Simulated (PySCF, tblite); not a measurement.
# C6H11NOSi: geometry, infrared bands and NMR shifts

Wanted: the infrared bands and NMR shifts of C6H11NOSi (`C=CCC(=O)C(=C)[SiH2]N`), by calculation.

The runs use tblite 0.8.0 and PySCF 2.14.0, with density-fitted response routines of our own; the level of theory stands in each step. All values are computed, except where a source is named. Atoms count from 0, in the outputs and in this text.

**1. The starting structure**

20 atoms, charge 0, multiplicity 1; geometry from: force field or distance geometry start.

Bonds of the start (Å): C0–C1 1.35, C1–C2 1.50, C2–C3 1.46, C3–O4 1.27, C3–C5 1.45, C5–C6 1.32, C5–Si7 1.87, Si7–N8 1.79, C0–H9 1.09, C0–H10 1.09, C1–H11 1.07, C2–H12 1.12, C2–H13 1.12, C6–H14 1.09, C6–H15 1.11, Si7–H16 1.46, Si7–H17 1.45, N8–H18 1.04, N8–H19 1.03.

**2. Geometry optimisation with GFN2-xTB**

The job: settings as JSON, then the geometry in Å.

```
{"job": {"kind": "relax", "xc": "GFN2-xTB", "basis": "xTB"}, "charge": 0, "multiplicity": 1}
C     -3.150000     0.783500    -0.484900
C     -2.282800     0.236800    -1.356700
C     -1.590500    -1.018900    -0.905900
C     -0.132900    -0.934500    -0.899500
O      0.485800    -1.615900    -1.781700
C      0.661300    -0.176900     0.050200
C      0.177500     0.574900     1.017800
Si     2.526900    -0.253300    -0.119600
N      3.160500     0.489700     1.380000
H     -3.278900     0.249100     0.451300
H     -3.710800     1.687900    -0.708100
H     -2.120000     0.714700    -2.295700
H     -1.950600    -1.875500    -1.536400
H     -1.932900    -1.251400     0.131600
H     -0.875600     0.716900     1.240200
H      0.865300     1.123700     1.701400
H      2.854500     0.619700    -1.244000
H      3.014500    -1.607000    -0.328000
H      4.062100     0.035800     1.616600
H      3.211400     1.511400     1.249200
```

Started as:

```bash
$ OMP_NUM_THREADS=1 python probes_run.py task.json out
```

This one command runs all jobs of the session in turn.

**Question.** This job is followed by: GFN2-xTB harmonic vibrations, gas phase; GIAO PBE0/pcSseg-1 NMR shielding, non-relativistic, gas phase. Predict these results of the whole session: strongest single infrared mode (GFN2-xTB); zero-point energy (GFN2-xTB); ¹³C shifts against TMS (PBE0/pcSseg-1); ¹H shifts against TMS (PBE0/pcSseg-1, means over atoms taken as alike); ¹⁷O shifts against H2O (PBE0/pcSseg-1); ²⁹Si shifts against TMS (PBE0/pcSseg-1); ¹⁵N shifts against NH3 (PBE0/pcSseg-1).

The runs gave:

| quantity | value |
| --- | --- |
| strongest single infrared mode (GFN2-xTB) | 2213 cm⁻¹, 336 km/mol |
| zero-point energy (GFN2-xTB) | 95.5 kcal/mol |
| ¹³C shifts against TMS (PBE0/pcSseg-1) | 208.3, 156.2, 148.8, 146.3, 124.9, 52.0 ppm |
| ¹H shifts against TMS (PBE0/pcSseg-1, means over atoms taken as alike) | 7.41, 6.58, 6.27, 5.65, 5.49, 5.02, 3.61, -0.05 ppm |
| ¹⁷O shifts against H2O (PBE0/pcSseg-1) | 674.1 ppm |
| ²⁹Si shifts against TMS (PBE0/pcSseg-1) | -48.4 ppm |
| ¹⁵N shifts against NH3 (PBE0/pcSseg-1) | 4.3 ppm |

Relaxing lowered the energy by 0.674 eV in 71 steps; the close pair that moved most is Si7–N8, from 1.789 to 1.729 Å. The lowest mode is slightly imaginary (20i cm⁻¹), a soft motion within the noise of the Hessian, so the minimum is not strictly shown. The strongest single mode, at 2213 cm⁻¹, moves mainly H16. GFN2-xTB is a fitted tight-binding method: band positions and strengths are rough. Its intensities can rank the bands wrongly. The most deshielded carbon is C3 (ketone carbonyl carbon), at 208.3 ppm: low-lying n→π* states of the double bond to the heteroatom give a large paramagnetic term (-274 ppm). At PBE0/pcSseg-1: The widest tensor belongs to O4: span 1229 ppm, with a paramagnetic part of -740 ppm.
